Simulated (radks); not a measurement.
# Exchange and kinetic functionals tested on atomic densities: In³⁺, O⁴⁺, Ag⁺, Tc, B⁴⁺, Cu¹⁹⁺

An exercise on one series of results from a longer session: the logs are not shown, and one member is left open.

Method: non-relativistic Kohn-Sham, exchange-only LDA, spin-polarised, spherical densities, point nucleus; open shells are filled with parallel spins first. Code: radks (a radial shooting solver on a logarithmic mesh, Libxc functionals) version 1.

## The system

```
species : In³⁺ ([Kr] 4d10), O⁴⁺ ([He] 2s2), Ag⁺ ([Kr] 4d10), Tc ([Kr] 4d5 5s2), B⁴⁺ (1s1), Cu¹⁹⁺ ([Ne])
```

Set-up of the first run:

Input:

```text
Z 49
configuration [Kr] 4d10
relativity non-relativistic
functional lda,
spin polarised
nucleus point
```

Among the steps run: In³⁺, [Kr] 4d10.

One table of the session follows, with a row left open; its other results are not shown here.

It belongs to the step «In³⁺, [Kr] 4d10». Sizes of the orbitals, from the radial functions (bohr):

```
level     <r>  outermost maximum (interpolated)  90 % within  nodes
   2s  0.1344                             0.114        0.207      1
   2p  0.1147                            0.0893        0.186      0
   3s  0.3624                             0.328        0.532      2
   3p  0.3534                             0.315        0.530      1
   3d  0.3246                             0.258        0.512      0
   4s       ?                                 ?            ?      ?
   4p  0.9341                             0.827         1.38      2
   4d   1.147                             0.925         1.79      1
```

Q: Estimate the row for 4s from the others.

**Answer.** <r>: 0.8784; outermost maximum (interpolated): 0.796; 90 % within: 1.27; nodes: 3. In the column «<r>» it lies between 3s (0.3624) and 4p (0.9341).
